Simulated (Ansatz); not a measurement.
# ZrB2: the cost of one run

Computed with Ansatz 0.2.0 (DFT PBE, scalar-relativistic, plane waves, PAW, unless a step's input says otherwise).

### Step 1. The system as given

The structure is hexagonal, space group P6/mmm (No. 191). Conventional cell: a = 3.167 Å, b = 3.167 Å, c = 3.531 Å, α = 90.00°, β = 90.00°, γ = 120.00°. Around Zr (site symmetry 6/mmm) lie 12 B at 2.54 Å. B (site symmetry -6m2) has 3 B at 1.83 Å and 6 Zr at 2.54 Å as nearest neighbours.

As a file:

```xyz
3
Lattice="3.1670 0.0000 0.0000 -1.5835 2.7427 0.0000 0.0000 0.0000 3.5310" Properties=species:S:1:pos:R:3 pbc="T T T"
Zr    0.0000    0.0000    0.0000
B     0.0000    1.8285    1.7655
B     1.5835    0.9142    1.7655
```

### Step 2. Relaxing cell and atoms: ZrB2, no spin

Contents of input.yaml:

```yaml
crystal:
  lattice:
    - [3.167, 0.0, 0.0]
    - [-1.5835, 2.7427024538, 0.0]
    - [0.0, 0.0, 3.531]
  atoms:
    - { symbol: Zr, position: [0.0, 0.0, 0.0] }
    - { symbol: B, position: [0.3333333333, 0.6666666667, 0.5] }
    - { symbol: B, position: [0.6666666667, 0.3333333333, 0.5] }
scf:
  occupations: { method: gaussian, width: 0.1 }
output:
  forces: true
  stress: true
  write_density: true
  write_potential: true
  elf: true
  volumetric_format: npy
kpoints:
  mp_grid: { grid: [18, 18, 12] }
hamiltonian:
  xc: pbe
relax:
  f_tol: 0.005
  cell: { stress_tol: 0.05 }
```

Run with:

```bash
ansatz run input.yaml --threads 8 --pin off --max-ram 20480MiB --backend cpu --events-out ev --progress --plain --runs-dir out
```

**Question.** How long does this run take on 8 threads of Arm Neoverse V1, shared host, and how much memory does it need?

About 5 s, with a peak of 0.46 GiB.
